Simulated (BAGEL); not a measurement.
# C2F6 (SMILES FC(F)(F)C(F)(F)F), step by step

Wanted: the energy (HF/def2-SV(P)), then the energy (NEVPT2(2,2)/def2-SV(P)) of C2F6. 

The calculation is run with BAGEL 1.2.2.

## (1) Starting point

C2F6: 8 atoms, total charge 0, spin state singlet. As SMILES, `FC(F)(F)C(F)(F)F`. The C5–F7 distance was set to 1.789 Å, away from the relaxed value.

Bond lengths: F1–C2 1.325 Å, C2–F3 1.325 Å, C2–F4 1.325 Å, C2–C5 1.549 Å, C5–F6 1.325 Å, C5–F8 1.325 Å. Angles: F1–C2–F3 109.1°, F1–C2–F4 109.1°, F1–C2–C5 109.8°, F3–C2–F4 109.1°, F3–C2–C5 109.8°, F4–C2–C5 109.8°, C2–C5–F6 109.8°, C2–C5–F8 109.8°, F6–C5–F8 109.1°. A long bond or contact: C5–F7 1.789 Å.

## (2) The energy at HF/def2-SV(P) (density fitting with svp-jkfit) (run 1)

File job.json:

```json
{ "bagel" : [

{
  "title" : "molecule",
  "basis" : "def2-sv_p_.json",
  "df_basis" : "svp-jkfit",
  "angstrom" : false,
  "geometry" : [
    { "atom" : "F", "xyz" : [  2.28214665, -1.69125575,  2.97546260 ] },
    { "atom" : "C", "xyz" : [  1.52073820, -0.99213267,  0.69473324 ] },
    { "atom" : "F", "xyz" : [  3.28464636,  0.44137577, -0.35597338 ] },
    { "atom" : "F", "xyz" : [  1.17285852, -3.03173298, -0.71558826 ] },
    { "atom" : "C", "xyz" : [ -0.98375363,  0.50938702,  0.90222517 ] },
    { "atom" : "F", "xyz" : [ -0.63288818,  2.55482657,  2.30340040 ] },
    { "atom" : "F", "xyz" : [ -2.01951251,  1.44034925, -2.17790936 ] },
    { "atom" : "F", "xyz" : [ -2.74465712, -0.92022859,  1.96315521 ] }
  ]
},
{ "title" : "hf" },
{ "title" : "print", "file" : "orbitals.molden", "orbitals" : true }

]}
```

The basis set def2-SV(P) is read from a file made from the Basis Set Exchange's data (not shown).

On the command line:

```console
$ BAGEL_NUM_THREADS=1 BAGEL job.json > job.out
```

What it wrote:

```text
* using 1 threads per process

  ===============================================================
  ===============================================================

  *** Geometry ***

  { "atom" : "F", "xyz" : [      2.282147,     -1.691256,      2.975463 ] },
  { "atom" : "C", "xyz" : [      1.520738,     -0.992133,      0.694733 ] },
  { "atom" : "F", "xyz" : [      3.284646,      0.441376,     -0.355973 ] },
  { "atom" : "F", "xyz" : [      1.172859,     -3.031733,     -0.715588 ] },
  { "atom" : "C", "xyz" : [     -0.983754,      0.509387,      0.902225 ] },
  { "atom" : "F", "xyz" : [     -0.632888,      2.554827,      2.303400 ] },
  { "atom" : "F", "xyz" : [     -2.019513,      1.440349,     -2.177909 ] },
  { "atom" : "F", "xyz" : [     -2.744657,     -0.920229,      1.963155 ] },

  Number of auxiliary basis functions:      612

  Since a DF basis is specified, we compute 2- and 3-index integrals:
    o Being stored without compression. Storage requirement is 0.061 GB

  Number of basis functions:      112
  Number of electrons      :       66

    * METHOD: MOLECULE                             0.30

  *** RHF ***

  === Nuclear Repulsion ===
   446.5837078890

      * DIIS with orbital gradients will be used.

  === RHF iteration (def2-sv_p_.json) ===
      0       -671.17951364          0.02469535           0.15
      1       -671.40411509          0.02058641           0.14
      2       -671.73474281          0.00183308           0.13
      3       -671.73894649          0.00094909           0.15
      4       -671.74017672          0.00017914           0.13
      5       -671.74026823          0.00006314           0.14
      6       -671.74027867          0.00002607           0.14
      7       -671.74028037          0.00000746           0.14
      8       -671.74028050          0.00000313           0.13
      9       -671.74028052          0.00000123           0.13
     10       -671.74028052          0.00000056           0.13
     11       -671.74028052          0.00000017           0.15
     12       -671.74028052          0.00000009           0.14
     13       -671.74028052          0.00000004           0.14
     14       -671.74028052          0.00000002           0.14
     15       -671.74028052          0.00000001           0.14
    * SCF iteration converged.

    * Permanent dipole moment:
           (   -0.261929,     0.230360,    -0.725045) a.u.

    * METHOD: HF                                   2.45

    * METHOD: PRINT                                0.01

  ===============================================================
```

Run time: 3.3 s. Hardware: 1 thread of Intel Xeon 6975P-C (Granite Rapids), shared host; peak memory 0.21 GiB.

## (3) The energy at NEVPT2(2,2)/def2-SV(P) (density fitting with svp-jkfit) (run 2)

File nevpt2.json:

```json
{ "bagel" : [

{
  "title" : "molecule",
  "basis" : "def2-sv_p_.json",
  "df_basis" : "svp-jkfit",
  "angstrom" : "false",
  "geometry" : [
    { "atom" : "F", "xyz" : [  2.28214665, -1.69125575,  2.97546260 ] },
    { "atom" : "C", "xyz" : [  1.52073820, -0.99213267,  0.69473324 ] },
    { "atom" : "F", "xyz" : [  3.28464636,  0.44137577, -0.35597338 ] },
    { "atom" : "F", "xyz" : [  1.17285852, -3.03173298, -0.71558826 ] },
    { "atom" : "C", "xyz" : [ -0.98375363,  0.50938702,  0.90222517 ] },
    { "atom" : "F", "xyz" : [ -0.63288818,  2.55482657,  2.30340040 ] },
    { "atom" : "F", "xyz" : [ -2.01951251,  1.44034925, -2.17790936 ] },
    { "atom" : "F", "xyz" : [ -2.74465712, -0.92022859,  1.96315521 ] }
  ]
},
{ "title" : "hf" },
{ "title" : "nevpt2", "nstate" : 1, "nact" : 2, "nclosed" : 32, "active" : [33, 34], "maxiter" : 200, "natocc" : "true", "ncore" : 8 },
{ "title" : "print", "file" : "orbitals.molden", "orbitals" : "true" }

]}
```

The basis set def2-SV(P) is read from a file made from the Basis Set Exchange's data (not shown).

On the command line:

```console
$ BAGEL_NUM_THREADS=1 BAGEL nevpt2.json > nevpt2.out
```

What it wrote:

```text
* using 1 threads per process

  ===============================================================
  ===============================================================

  *** Geometry ***

  { "atom" : "F", "xyz" : [      2.282147,     -1.691256,      2.975463 ] },
  { "atom" : "C", "xyz" : [      1.520738,     -0.992133,      0.694733 ] },
  { "atom" : "F", "xyz" : [      3.284646,      0.441376,     -0.355973 ] },
  { "atom" : "F", "xyz" : [      1.172859,     -3.031733,     -0.715588 ] },
  { "atom" : "C", "xyz" : [     -0.983754,      0.509387,      0.902225 ] },
  { "atom" : "F", "xyz" : [     -0.632888,      2.554827,      2.303400 ] },
  { "atom" : "F", "xyz" : [     -2.019513,      1.440349,     -2.177909 ] },
  { "atom" : "F", "xyz" : [     -2.744657,     -0.920229,      1.963155 ] },

  Number of auxiliary basis functions:      612

  Since a DF basis is specified, we compute 2- and 3-index integrals:
    o Being stored without compression. Storage requirement is 0.061 GB

  Number of basis functions:      112
  Number of electrons      :       66

    * METHOD: MOLECULE                             0.33

  *** RHF ***

  === Nuclear Repulsion ===
   446.5837078890

      * DIIS with orbital gradients will be used.

  === RHF iteration (def2-sv_p_.json) ===
      0       -671.17951364          0.02469535           0.15
      1       -671.40411509          0.02058641           0.16
      2       -671.73474281          0.00183308           0.16
      3       -671.73894649          0.00094909           0.14
      4       -671.74017672          0.00017914           0.13
      5       -671.74026823          0.00006314           0.14
      6       -671.74027867          0.00002607           0.14
      7       -671.74028037          0.00000746           0.14
      8       -671.74028050          0.00000313           0.14
      9       -671.74028052          0.00000123           0.14
     10       -671.74028052          0.00000056           0.14
     11       -671.74028052          0.00000017           0.15
     12       -671.74028052          0.00000009           0.14
     13       -671.74028052          0.00000004           0.14
     14       -671.74028052          0.00000002           0.14
     15       -671.74028052          0.00000001           0.14
    * SCF iteration converged.

    * Permanent dipole moment:
           (   -0.261929,     0.230360,    -0.725045) a.u.

    * METHOD: HF                                   2.48

    * freezing 8 orbitals
  ---------------------------
      CASSCF calculation
  ---------------------------

    ==== Active orbitals : =====
         Orbital 33
         Orbital 34
    ============================

    * nstate   :      1
    * nclosed  :     32
    * nact     :      2
    * nvirt    :     78
  === CASSCF iteration (def2-sv_p_.json) ===

    * Using the second-order algorithm

      0  0      -671.75444290     1.90e-03      0.03

      1  0      -671.77545558     2.89e-03      0.83

      2  0      -671.78733532     1.24e-03      0.91

      3  0      -671.78857558     7.91e-04      0.79

      4  0      -671.78878343     3.83e-04      0.92

      5  0      -671.78882504     1.73e-04      0.96

      6  0      -671.78883330     7.71e-05      0.88

      7  0      -671.78883493     3.41e-05      0.94

      8  0      -671.78883524     1.51e-05      0.92

      9  0      -671.78883531     6.64e-06      0.92

     10  0      -671.78883532     2.93e-06      0.92

     11  0      -671.78883532     1.29e-06      0.96

     12  0      -671.78883532     5.70e-07      0.82

     13  0      -671.78883532     2.51e-07      0.83

     14  0      -671.78883532     1.11e-07      0.77

     15  0      -671.78883532     4.88e-08      0.70

     16  0      -671.78883532     2.15e-08      0.64

     17  0      -671.78883532     9.49e-09      0.64

    * Second-order optimization converged. *

     guess   0:   closed 1.                   open ..

  === FCI iteration ===

      0  0      -671.73468909     1.17e-01      0.00
      1  0      -671.78566933     2.29e-02      0.00
      2  0 *    -671.78883532     1.11e-15      0.00

     * ci vector, state   0, <S^2> = 0.0000
       2.     0.9738862399
       .2    -0.2270365426

  === DF-NEVPT2 calculation ===

    * 3-index integral transformation done
    * assembly done

      NEVPT2 correlation energy:   -1.3229201645      0.55

          (+0)     -1.1889446908
          (+0)'    -0.0464353212
          (+1)     -0.0315555809
          (+1)'    -0.0000000000
          (+2)     -0.0012724217
          (-1)     -0.0511464826
          (-1)'     0.0000000000
          (-2)     -0.0035656672

      NEVPT2 total energy:       -673.1117554849

    * METHOD: NEVPT2                              15.57

    * METHOD: PRINT                                0.01

  ===============================================================
```

Wall time 19 s (1 thread of Intel Xeon 6975P-C (Granite Rapids), shared host); peak memory 0.22 GiB.

## (4) Results

| quantity | value |
| --- | --- |
| run 1, HF/def2-SV(P): total energy | -671.74028 Eh |
| run 1, HF/def2-SV(P): dipole moment | 2.05 D |
| run 1, HF/def2-SV(P): HOMO energy | -16.05 eV |
| run 1, HF/def2-SV(P): LUMO energy | 2.13 eV |
| run 1, HF/def2-SV(P): HOMO–LUMO gap | 18.18 eV |
| run 2, NEVPT2(2,2)/def2-SV(P): total energy | -673.11176 Eh |
